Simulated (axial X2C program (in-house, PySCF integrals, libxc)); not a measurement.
# InH⁻: EOM-EA-CCSD levels

Wanted for InH⁻: EOM-EA-CCSD levels, at the two-component level.

Computed with an in-house X2C program for linear molecules on PySCF integrals. Level: two-component X2C with atomic mean-field terms, In dyall-acv3z, H dyall-av3z.

All values are calculated.

## (1) Set-up

task.json reads:

```json
{"zs": [49, 1], "q": -1, "bas": ["dyall-acv3z", "dyall-av3z"], "r0": 1.74, "eom": "ea", "thr": -2.0, "nmax": 92, "grid": [1, 0.96, 1.045, 0.92, 1.09, 1.15], "rq": 0}
```

Keys: zs atomic numbers; q charge; bas basis sets; r0 starting distance in Å; eom kind of EOM run; thr threshold in hartree for freezing inner shells (an s shell follows its p shell); nmax most natural virtual spinors; grid distances as factors.

Launch:

```sh
> python soeom.py task.json out
```

The runs that follow: EOM-EA-CCSD at 1.850 Å.

Before running it: what results should come out? Wanted: next root led by one particle; T1 of the reference; lowest state, Re and ωe.

As calculated:

```
                     quantity                           value
       lowest root at 1.850 Å               Ω = 1/2, 0.197 eV
next root led by one particle  Ω = 3/2, about 670 cm⁻¹ higher
          T1 of the reference                           0.015
      lowest state, Re and ωe              1.887 Å, 1261 cm⁻¹
```

What this shows: The added electron is bound by 0.20 eV in a spinor of 90% In pπ, 8% H pπ. Errors of 0.1 to 0.3 eV are usual at this size, and roots led by higher excitations are left out, so the list is incomplete, and low states of that kind can be missing. The bond is 0.044 Å longer than in the closed-shell reference at CCSD (1.843 Å).
